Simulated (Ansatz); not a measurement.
# AlO₃−: geometry and frequencies at several levels

One table from this session's results is given with a row withheld; the runs are named, their logs left out.

Computed with Ansatz 0.2.0 (the levels named in each step, unless a step's input says otherwise).

## Starting point

Bond lengths: O1–Al2 1.590 Å, Al2–O3 1.715 Å, Al2–O4 1.715 Å, O3–O4 1.510 Å. Angles: O1–Al2–O3 153.9°, O1–Al2–O4 153.9°, O3–Al2–O4 52.2°, Al2–O3–O4 63.9°, Al2–O4–O3 63.9°.

Coordinates:

```xyz
4

O     1.9078   -0.0057   -0.0073
Al    0.3178   -0.0008   -0.0011
O    -1.2240   -0.7514    0.0031
O    -1.2197    0.7584    0.0061
```

Set-up of the first run:

Input file input.yaml:

```yaml
crystal:
  periodic: [false, false, false]
  atoms:
    - { symbol: O, position_ang: [1.90778, -0.00567, -0.00729] }
    - { symbol: Al, position_ang: [0.31778, -0.00085, -0.00107] }
    - { symbol: O, position_ang: [-1.22401, -0.75142, 0.00306] }
    - { symbol: O, position_ang: [-1.21967, 0.75843, 0.00614] }
total_charge: -1
basis:
  gaussian: { orbitals: def2-SVPD }
hamiltonian:
  xc: pbe
  dispersion: d4
relax:
  f_tol: 0.03
  max_steps: 200
```

Started as:

```console
$ ansatz run input.yaml --threads 2 --pin off --max-ram 5120MiB --backend cpu --events-out ev --progress --plain --runs-dir out
```

Among the steps run: A rough first relaxation, PBE-D4/def2-SVPD; Relaxation, PBE0-D4/def2-TZVPPD; Frequencies, PBE0-D4/def2-TZVPPD; Relaxation, PBE-D4/def2-TZVPPD; Frequencies, PBE-D4/def2-TZVPPD; Relaxation, r2SCAN-D4/def2-TZVPPD; Frequencies, r2SCAN-D4/def2-TZVPPD; Relaxation, B3LYP-D4/def2-TZVPPD; Frequencies, B3LYP-D4/def2-TZVPPD; Relaxation, B2PLYP/def2-TZVPPD.

One table of the session follows, with a row left open; its other results are not shown here.

It belongs to the step «Geometries side by side». 

```
                level  O1–Al2 (Å)  Al2–O3 (Å)  Al2–O4 (Å)  highest frequency (cm⁻¹)
  PBE0-D4/def2-TZVPPD           ?           ?           ?                         ?
   PBE-D4/def2-TZVPPD      1.6442      1.7575      1.7575                      1064
r2SCAN-D4/def2-TZVPPD      1.6290      1.7399      1.7399                      1111
 B3LYP-D4/def2-TZVPPD      1.6267      1.7410      1.7410                      1111
   B2PLYP/def2-TZVPPD      1.6352      1.7468      1.7468                         -
```

**Question.** Estimate the row for PBE0-D4/def2-TZVPPD.

The run gave: O1–Al2 (Å): 1.6230; Al2–O3 (Å): 1.7350; Al2–O4 (Å): 1.7350; highest frequency (cm⁻¹): 1125. In the column «O1–Al2 (Å)» it is the lowest.
